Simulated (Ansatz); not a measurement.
Task: a ladder of methods at one geometry of HSb (charge +1), with Ansatz's Python interface. Give the script and its output. Level of theory (for the species named): BLYP, def2-SVP basis, multiplicity 2. The script varies functional: blyp, cam_b3lyp, pbe, b3lyp, hf, lda.

```xyz
2

Sb    0.0000    0.0000    0.0000
H     0.0000    0.0000    1.7850
```

`hsb_methods.py`:
```python
# -*- coding: utf-8 -*-
"""One geometry of HSb(+), method by method."""

from pathlib import Path
import warnings

import ansatz as az
import numpy as np

BASIS = "def2-SVP"
NET_CHARGE = 1

GEOMETRY = """
Sb    0.00000    0.00000    0.00000
H     0.00000    0.00000    1.78500
"""

warnings.simplefilter("ignore", az.DeckWarning)

molecule = az.Crystal.molecule()
for line in GEOMETRY.strip().splitlines():
    symbol, *xyz = line.split()
    molecule = molecule.atom(symbol, [float(v) for v in xyz])

base = molecule.calculation().basis(gaussian=BASIS).charge(NET_CHARGE).spin("collinear", total=1)

print("functional    E (Ha)        dipole (D)   HOMO (eV)  LUMO (eV)")
for name in ["blyp", "cam_b3lyp", "pbe", "b3lyp", "hf", "lda"]:
    report = base.functional(name).forces().orbitals().run(runs_dir="runs").report
    lines = Path(report["orbitals_path"]).read_text().splitlines()
    field_of = lambda key: [line.split("=")[1].strip() for line in lines if line.startswith(key)]
    orbitals = [(27.211386 * float(e), s, float(n)) for e, s, n in zip(field_of("Ene="), field_of("Spin="), field_of("Occup="))]
    homo = max(e for e, _, n in orbitals if n > 0.5)
    lumo = min(e for e, _, n in orbitals if n < 0.5)
    dipole = 4.803205 * np.linalg.norm(report["charge_distribution"]["dipole_moment_e_ang"])
    print(f"{name:10s} {report['free_energy_ev'] / 27.211386246:14.6f} {dipole:9.3f} {homo:11.3f} {lumo:10.3f}")
```

`python hsb_methods.py` gives:
```text
functional    E (Ha)        dipole (D)   HOMO (eV)  LUMO (eV)
blyp          -240.436131     0.198     -12.142    -12.206
cam_b3lyp     -240.466045     0.293     -14.692    -10.220
pbe           -240.471362     0.259     -12.366    -12.300
b3lyp         -240.563004     0.230     -13.181    -11.615
hf            -239.517434     0.327     -16.127     -7.945
lda           -240.081956     0.398     -12.392    -12.582
```

Caveats:
- Total energies depend on the basis set; only differences at equal settings carry meaning.
- The geometry is a force-field or estimated start, not a minimum of this method, and the basis set is short of its limit. A lower total doesn't mark the better method: functionals have no common bound, and MP2 and coupled cluster aren't variational.
- def2 sets replace the cores of elements past krypton by effective core potentials.
- The run takes the species as open-shell (spin multiplicity 2), which needn't be its ground state.
- An ion's dipole depends on the origin; the program takes it about the centre of nuclear charge.
- b3lyp holds the VWN-RPA fit, as in Gaussian; the form of ORCA and Turbomole is b3lyp5.
- Levels such as HOMO and LUMO are orbital energies: with these approximate functionals they aren't the ionisation energy and electron affinity, and their gap isn't the fundamental gap.
- Run time: 4.4 s on 1 thread of Arm Neoverse V2, with other jobs on the host, peak memory 0.16 GiB.
